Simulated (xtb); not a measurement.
**C2H5FOSn (SMILES F[C]1([SnH3])CO1) at GFN2-xTB**

We compute energy and gradient of C2H5FOSn. 

The results are computed with xtb 6.7.1 later snapshot.

6 further runs of the same task are left out: 1 for a known fault of the program, 5 set aside as unsound or not needed.

## 1. The structure to begin with

C2H5FOSn has 10 atoms, charge 0, and is taken as a singlet. As SMILES, `F[C]1([SnH3])CO1`. Geometry: a GFN2-xTB relaxation, a rough one for these elements and not checked as a minimum.

Bond lengths: F1–C2 1.369 Å, C2–Sn3 2.173 Å, C2–C4 1.460 Å, C2–O5 1.372 Å, C4–O5 1.402 Å, Sn3–H6 1.662 Å, Sn3–H7 1.654 Å, Sn3–H8 1.655 Å, C4–H9 1.083 Å, C4–H10 1.082 Å. Some angles: F1–C2–Sn3 114.7°, F1–C2–C4 114.8°, F1–C2–O5 113.3°, Sn3–C2–C4 124.5°, Sn3–C2–O5 118.6°, C4–C2–O5 59.3°, C2–C4–O5 57.2°, C2–O5–C4 63.5°, C2–Sn3–H6 108.3°, C2–Sn3–H7 108.0°.

## 2. Energy and gradient at GFN2-xTB

File xtb.inp:

```
$chrg 0
$spin 0
$end
```

File struc.tmol:

```
$coord
     -3.019385504666     -0.274199260683     -2.209694552047  f
     -0.718832920546      0.212707572588     -1.132909708974  c
      0.398675520512     -2.440543495432      1.795882325277  sn
      0.069409640558      2.854525797553     -1.230589652356  c
      1.066145684991      1.000572188467     -2.839804831043  o
      0.620227011363     -0.879289565788      4.511021923878  h
      3.190330129899     -3.613874446212      1.021567045711  h
     -1.792291845640     -4.661519712443      2.020570761495  h
      1.348867610497      3.583128602164      0.190975722155  h
     -1.163145326968      4.218473422525     -2.127019034095  h
$end
```

Run with:

```sh
$ xtb struc.tmol --input xtb.inp --gfn2 --grad | tee xtb.out
```

Q: Predict the results. Wanted: total energy; dipole moment; HOMO energy; LUMO energy; HOMO–LUMO gap; dispersion energy; largest force on an atom; mean polarisability.

**Answer.** As computed:

Level: GFN2-xTB.

```
                      quantity          value
                  total energy   -17.66465 Eh
                 dipole moment         2.54 D
                   HOMO energy      -11.71 eV
                   LUMO energy       -5.20 eV
                 HOMO–LUMO gap        6.51 eV
             dispersion energy  -13.97 kJ/mol
      largest force on an atom     0.021 eV/Å
mean polarisability (D4 model)     68.1 bohr³
```
